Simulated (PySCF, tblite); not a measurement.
# C₆H₁₅PSSi: geometry, infrared bands and NMR shifts

Wanted: the infrared bands and NMR shifts of C₆H₁₅PSSi (`C[SiH](C)P1CCSCC1`), by calculation.

Programs: tblite 0.8.0 and PySCF 2.14.0, with density-fitted response routines of our own. Each step states its level of theory. These are calculated values for one molecule in the gas phase, unless marked as measured. Atoms count from 0, in the outputs and in this text.

### Step 1. The starting structure

24 atoms, charge 0, multiplicity 1; geometry from: force field or distance geometry start.

Bonds of the start (Å): C0–Si1 1.86, Si1–C2 1.85, Si1–P3 2.23, P3–C4 1.85, C4–C5 1.54, C5–S6 1.82, S6–C7 1.83, C7–C8 1.53, C8–P3 1.86, C0–H9 1.10, C0–H10 1.09, C0–H11 1.09, Si1–H12 1.50, C2–H13 1.09, C2–H14 1.09, C2–H15 1.11, C4–H16 1.09, C4–H17 1.10, C5–H18 1.09, C5–H19 1.10, C7–H20 1.10, C7–H21 1.10, C8–H22 1.08, C8–H23 1.09.

### Step 2. Relaxing the molecule with GFN2-xTB

Job settings and geometry (Å):

```
{"job": {"kind": "relax", "xc": "GFN2-xTB", "basis": "xTB"}, "charge": 0, "multiplicity": 1}
C      2.536000    -1.749500     0.241700
Si     1.670000    -0.137100     0.562400
C      2.782000     1.311200     0.284100
P     -0.096900     0.024600    -0.783900
C     -0.970500     1.474100    -0.029300
C     -2.413100     1.599800    -0.542700
S     -3.504100     0.282600     0.089700
C     -2.625000    -1.178400    -0.570600
C     -1.187000    -1.305000    -0.070200
H      1.857400    -2.598400     0.423100
H      2.877400    -1.809300    -0.793400
H      3.393300    -1.872100     0.897500
H      1.147700    -0.115800     1.969600
H      3.653700     1.280000     0.932500
H      3.129700     1.353000    -0.750400
H      2.247900     2.257000     0.491600
H     -0.961300     1.438000     1.062300
H     -0.419400     2.372600    -0.326300
H     -2.458100     1.608400    -1.628800
H     -2.820700     2.553600    -0.188300
H     -2.681900    -1.146400    -1.664900
H     -3.196900    -2.061600    -0.250800
H     -0.784800    -2.265000    -0.371700
H     -1.187300    -1.296500     1.024300
```

Run with:

```bash
OMP_NUM_THREADS=1 python probes_run.py task.json out
```

One launch serves the whole session: the jobs run in the order shown.

What it wrote:

```text
step      E/eV     max force
  0    -761.18288    1.587
  1    -761.25700    0.567
  2    -761.27540    0.302
  3    -761.28984    0.316
  4    -761.30138    0.293
  5    -761.30728    0.189
  6    -761.31049    0.152
  7    -761.31276    0.133
  8    -761.31455    0.150
  9    -761.31587    0.086
 10    -761.31661    0.057
 11    -761.31712    0.071
 12    -761.31765    0.075
 13    -761.31815    0.052
 14    -761.31858    0.041
 15    -761.31901    0.061
 16    -761.31946    0.087
 17    -761.31990    0.077
 18    -761.32022    0.041
 19    -761.32042    0.031
 20    -761.32058    0.041
 21    -761.32075    0.039
 22    -761.32087    0.023
 23    -761.32096    0.020
 24    -761.32106    0.030
 25    -761.32119    0.039
 26    -761.32133    0.032
 27    -761.32146    0.025
 28    -761.32156    0.019
 29    -761.32165    0.029
 30    -761.32176    0.029
 31    -761.32185    0.020
 32    -761.32191    0.016
 33    -761.32194    0.013
 34    -761.32196    0.014
 35    -761.32198    0.010
 36    -761.32200    0.013
 37    -761.32202    0.013
 38    -761.32205    0.014
 39    -761.32207    0.011
 40    -761.32210    0.010
 41    -761.32213    0.016
 42    -761.32216    0.018
 43    -761.32221    0.022
 44    -761.32226    0.027
 45    -761.32233    0.023
 46    -761.32239    0.017
 47    -761.32243    0.014
 48    -761.32247    0.014
 49    -761.32251    0.016
 50    -761.32254    0.015
 51    -761.32259    0.019
 52    -761.32263    0.014
 53    -761.32267    0.017
 54    -761.32270    0.016
 55    -761.32274    0.014
 56    -761.32277    0.015
 57    -761.32280    0.019
 58    -761.32284    0.020
 59    -761.32289    0.016
 60    -761.32295    0.023
 61    -761.32303    0.022
 62    -761.32308    0.013
 63    -761.32311    0.010
 64    -761.32314    0.016
 65    -761.32317    0.020
 66    -761.32321    0.020
 67    -761.32324    0.015
 68    -761.32327    0.011
 69    -761.32329    0.013
 70    -761.32331    0.010
```

It took 0.65 s on 1 thread of Arm Neoverse V2, shared host.

The steps of the relaxation: (not every step is listed)

```csv
step,energy from step 0 (eV),largest force (eV/Å)
0,0.0000,1.5872
1,-0.0741,0.5668
2,-0.0925,0.3021
3,-0.1070,0.3161
4,-0.1185,0.2930
5,-0.1244,0.1885
6,-0.1276,0.1517
7,-0.1299,0.1327
8,-0.1317,0.1500
13,-0.1353,0.0520
18,-0.1373,0.0406
23,-0.1381,0.0202
28,-0.1387,0.0190
33,-0.1391,0.0132
38,-0.1392,0.0140
43,-0.1393,0.0220
48,-0.1396,0.0136
53,-0.1398,0.0171
58,-0.1400,0.0200
63,-0.1402,0.0104
65,-0.1403,0.0203
66,-0.1403,0.0204
67,-0.1404,0.0154
68,-0.1404,0.0107
69,-0.1404,0.0131
70,-0.1404,0.0100
```

Close pairs (by a distance rule), those that changed most:

```csv
bond,before (Å),after (Å),change (Å)
Si1–C2,1.847,1.902,+0.055
C0–Si1,1.858,1.902,+0.044
Si1–P3,2.227,2.254,+0.027
Si1–H12,1.501,1.479,-0.022
C2–H15,1.106,1.086,-0.020
C4–C5,1.536,1.520,-0.017
C0–H9,1.102,1.086,-0.016
P3–C4,1.853,1.865,+0.012
```

The final coordinates are the input of the step that follows.

### Step 3. Infrared spectrum with GFN2-xTB

Job settings and geometry (Å):

```
{"job": {"kind": "ir", "xc": "GFN2-xTB", "basis": "xTB"}, "charge": 0, "multiplicity": 1}
C      2.527017    -1.772241     0.247332
Si     1.633836    -0.138966     0.639576
C      2.776556     1.340635     0.288028
P     -0.103094     0.019117    -0.788374
C     -0.980631     1.477005    -0.024698
C     -2.398890     1.590063    -0.558265
S     -3.480132     0.279848     0.095565
C     -2.621403    -1.169622    -0.593844
C     -1.204213    -1.298891    -0.060955
H      1.913041    -2.632693     0.494592
H      2.769678    -1.833744    -0.809760
H      3.453057    -1.855020     0.806409
H      1.239114    -0.125825     2.064994
H      3.703203     1.259663     0.846210
H      3.027372     1.390725    -0.767662
H      2.307380     2.281093     0.559548
H     -0.999586     1.392404     1.065316
H     -0.419373     2.375827    -0.295184
H     -2.419042     1.526886    -1.648454
H     -2.867367     2.523324    -0.243635
H     -2.629291    -1.076514    -1.682056
H     -3.233664    -2.023625    -0.301757
H     -0.793843    -2.268685    -0.356325
H     -1.211460    -1.240998     1.030955
```

What it wrote:

```text
mode    cm-1     km/mol
  1      21.9      0.00
  2      69.1      0.89
  3      78.7      0.04
  4     101.9      0.13
  5     108.8      0.51
  6     145.3      0.25
  7     169.1      1.32
  8     169.3      5.49
  9     205.8      3.06
 10     212.7      3.53
 11     259.6      9.55
 12     292.4      1.59
 13     335.3      0.16
 14     408.9      3.04
 15     501.2     27.73
 16     587.8    183.16
 17     614.2     60.36
 18     652.4      1.81
 19     682.6     12.88
 20     685.8     10.00
 21     689.1      3.12
 22     694.9     24.14
 23     755.4     10.31
 24     793.7      0.13
 25     799.5      0.03
 26     826.5    141.74
 27     831.2     84.42
 28     845.5    294.30
 29     868.5      0.20
 30     870.7     30.75
 31     931.8      0.12
 32    1038.1      2.64
 33    1044.4      5.41
 34    1072.2      0.20
 35    1105.5     10.99
 36    1131.6      1.42
 37    1163.0      1.43
 38    1247.7      1.00
 39    1252.8     14.05
 40    1253.3     11.96
 41    1267.6      5.40
 42    1365.8     17.14
 43    1367.5      6.88
 44    1424.0      0.07
 45    1430.6      6.08
 46    1439.1      0.04
 47    1442.9      0.47
 48    1479.0      0.31
 49    1482.8      0.34
 50    1483.3      0.09
 51    1488.0      0.47
 52    2112.0    268.29
 53    2933.7     10.33
 54    2938.0     16.58
 55    2945.9     12.24
 56    2946.4     12.67
 57    2953.9      1.16
 58    2954.7     33.64
 59    2984.7     23.41
 60    2985.2     21.84
 61    3034.9      7.34
 62    3038.7     35.20
 63    3043.1     24.74
 64    3045.6     15.69
 65    3049.5      1.27
 66    3053.0     51.43
```

It took 1.3 s on 1 thread of Arm Neoverse V2, shared host.

The strongest bands and the atoms that carry them (share of the mass-weighted mode):

```csv
cm⁻¹,km/mol,atoms
588,183.2,H12 89 %
614,60.4,H12 82 %
826,141.7,"Si1 21 %, H15 20 %, H9 18 %, C2 10 %"
831,84.4,"H10 19 %, H14 18 %, H9 16 %, H15 14 %"
846,294.3,"H11 22 %, H13 22 %"
2112,268.3,H12 97 %
3039,35.2,"H14 58 %, H10 35 %"
3053,51.4,"H13 56 %, H11 37 %"
```

### Step 4. Shielding tensors: PBE0/pcSseg-1

The job, as its differences from that of step 3:

```diff
@@ -1,2 +1,2 @@
-{"job": {"kind": "ir", "xc": "GFN2-xTB", "basis": "xTB"}, "charge": 0, "multiplicity": 1}
+{"job": {"kind": "nmr", "xc": "PBE0", "basis": "pcSseg-1"}, "charge": 0, "multiplicity": 1}
 C      2.527017    -1.772241     0.247332
```

With the program's defaults for keys left out, this is: GIAO PBE0/pcSseg-1 NMR shielding, non-relativistic, gas phase.

What it wrote:

```text
coarse grid: 20688 points
cycle   1  E = -1265.8598480032  dE =  7.334e-01  |g| = 4.969e-01  |ddm| = 4.438e+00
cycle   2  E = -1265.8506753649  dE =  9.173e-03  |g| = 5.360e-01  |ddm| = 9.103e-01
cycle   3  E = -1265.9248066112  dE = -7.413e-02  |g| = 5.033e-02  |ddm| = 4.789e-01
cycle   4  E = -1265.9253252931  dE = -5.187e-04  |g| = 2.709e-02  |ddm| = 1.061e-01
cycle   5  E = -1265.9255052549  dE = -1.800e-04  |g| = 6.633e-03  |ddm| = 3.685e-02
cycle   6  E = -1265.9255164209  dE = -1.117e-05  |g| = 1.394e-03  |ddm| = 7.887e-03
cycle   7  E = -1265.9255168279  dE = -4.070e-07  |g| = 3.268e-04  |ddm| = 2.222e-03
final grid: 183432 points
cycle   8  E = -1265.9822211716  dE = -5.826e-05  |g| = 1.118e-02  |ddm| = 4.072e-02
cycle   9  E = -1265.9821986486  dE =  2.252e-05  |g| = 1.463e-02  |ddm| = 2.191e-02
cycle  10  E = -1265.9822521907  dE = -5.354e-05  |g| = 1.209e-03  |ddm| = 1.390e-02
cycle  11  E = -1265.9822525673  dE = -3.765e-07  |g| = 2.933e-04  |ddm| = 1.910e-03
cycle  12  E = -1265.9822525901  dE = -2.285e-08  |g| = 6.613e-05  |ddm| = 3.788e-04
cycle  13  E = -1265.9822525913  dE = -1.157e-09  |g| = 1.240e-05  |ddm| = 1.129e-04
cycle  14  E = -1265.9822525913  dE = -4.616e-11  |g| = 3.727e-06  |ddm| = 2.470e-05
converged SCF energy = -1265.9822525913

GIAO shielding tensors (ppm)
atom      isotropic    diamagn.    paramagn.     s11        s22        s33       span
  0 C      191.718     254.319     -62.601    188.812    192.529    193.814      5.002
  1 Si     358.934     882.508    -523.573    337.745    340.007    399.052     61.308
  2 C      191.738     254.311     -62.574    188.832    192.544    193.837      5.006
  3 P      442.895     970.413    -527.518    418.851    442.891    466.944     48.093
  4 C      160.457     254.786     -94.329    140.747    167.123    173.501     32.755
  5 C      150.092     247.527     -97.435    142.505    151.095    156.677     14.171
  6 S      477.508    1053.981    -576.473    355.974    476.335    600.214    244.241
  7 C      150.077     247.524     -97.447    142.497    151.060    156.673     14.176
  8 C      160.453     254.783     -94.329    140.791    167.096    173.473     32.683
  9 H       31.515      32.281      -0.766     25.939     30.590     38.017     12.078
 10 H       31.674      31.740      -0.066     27.202     29.606     38.215     11.012
 11 H       31.538      28.944       2.594     26.492     28.317     39.806     13.314
 12 H       27.212      31.462      -4.250     24.355     25.926     31.354      6.999
 13 H       31.541      28.945       2.596     26.493     28.321     39.810     13.317
 14 H       31.678      31.744      -0.067     27.204     29.611     38.218     11.013
 15 H       31.518      32.280      -0.762     25.941     30.592     38.021     12.079
 16 H       29.717      32.902      -3.185     25.264     30.071     33.817      8.553
 17 H       29.953      33.695      -3.743     23.784     29.569     36.505     12.721
 18 H       28.821      29.507      -0.686     24.288     27.872     34.304     10.016
 19 H       28.953      28.453       0.500     22.802     27.176     36.882     14.079
 20 H       28.820      29.505      -0.685     24.284     27.871     34.305     10.021
 21 H       28.953      28.452       0.500     22.803     27.175     36.880     14.077
 22 H       29.951      33.692      -3.741     23.783     29.566     36.504     12.721
 23 H       29.716      32.901      -3.185     25.260     30.070     33.819      8.559
```

Run time: 54 s. Hardware: 1 thread of Arm Neoverse V2, shared host; peak memory 1.1 GiB.

Shifts follow as δ = σ(reference) − σ, with reference shieldings (ppm) from runs at the same level and on the same kind of geometry: 1H TMS 31.72, 13C TMS 186.9, 29Si TMS 349.2, 31P H3PO4 318.4, 33S CS2 504. The references are single molecules in the gas phase, so shifts against H2O, NH3, PH3, H3PO4 or CFCl3 are not on the usual liquid scales and can be off by tens of ppm. Atoms listed in one row are averaged.

```csv
atoms,environment,σ (ppm),δ (ppm),δ scaled to CDCl3
"C5, C7",sp3 CH2 bonded to S,150.1,36.8,29.6
"C4, C8",sp3 CH2 bonded to P,160.5,26.5,23.9
"C0, C2",methyl carbon bonded to Si,191.7,-4.8,-6.6
H12,"hydrogen on a silicon bonded to 2 C, P",27.21,4.51,–
"H18, H19, H20, H21",hydrogen on an sp3 CH2 bonded to S,28.89,2.83,2.77
"H16, H17, H22, H23",hydrogen on an sp3 CH2 bonded to P,29.83,1.88,1.88
"H9, H10, H11, H13, H14, H15",hydrogen on a methyl carbon bonded to Si,31.58,0.14,0.24
Si1,"silicon bonded to 2 C, P, H",358.9,-9.8,–
P3,"phosphorus bonded to 2 C, Si, in a 6-membered ring",442.9,-124.5,–
S6,sulfide sulfur,478,26,–
```

The scaled column applies a straight-line fit of computed shieldings to shifts measured in CDCl3, with any fitted terms for Cl, Br or S neighbours (root-mean-square error 0.16 ppm for H, 1.9 ppm for C).

The run also stored atomic charges by several schemes (e):

```csv
atoms,Mulliken,IAO,Hirshfeld,ESP fit
"C0, C2",-0.62,-0.71,-0.22,-0.61
Si1,0.65,0.74,0.32,0.74
P3,0.01,0.17,0.05,-0.45
"C4, C8",-0.43,-0.43,-0.12,0.17
"C5, C7",-0.30,-0.34,-0.08,-0.38
S6,-0.02,0.06,-0.02,-0.17
```

Mayer bond orders: C0–Si1 0.96, Si1–C2 0.96, Si1–P3 0.91, P3–C4 0.94, C4–C5 1.01, C5–S6 1.01, S6–C7 1.01, C7–C8 1.01, C8–P3 0.94.

Ring of atoms P3, C4, C5, S6, C7, C8: NICS(0) -3.0, NICS(1) -2.1, NICS(1)zz 5.5 ppm (means of both faces).

### Step 5. What came out

| quantity | value |
| --- | --- |
| strongest single infrared mode (GFN2-xTB) | 846 cm⁻¹, 294 km/mol |
| zero-point energy (GFN2-xTB) | 121.8 kcal/mol |
| 13C shifts against TMS (PBE0/pcSseg-1, means over atoms taken as alike) | 36.8, 26.5, -4.8 ppm |
| 1H shifts against TMS (PBE0/pcSseg-1, means over atoms taken as alike) | 4.51, 2.83, 1.88, 0.14 ppm |
| 29Si shifts against TMS (PBE0/pcSseg-1) | -9.8 ppm |
| 31P shifts against H3PO4 (PBE0/pcSseg-1) | -124.5 ppm |
| 33S shifts against CS2 (PBE0/pcSseg-1) | 26 ppm |

**Reading.** Over 70 steps the energy fell by 0.140 eV; of the close pairs, Si1–C2 changed most, 1.847 to 1.902 Å. No mode is imaginary among the 66: a minimum at this level. The strongest single mode, at 846 cm⁻¹, is spread over many atoms; the largest shares are those of H11, H13. GFN2-xTB is a fitted tight-binding method: band positions and strengths are rough. Its intensities can rank the bands wrongly. At PBE0/pcSseg-1: The largest span, 244 ppm, is at S6, where the paramagnetic term is -576 ppm.
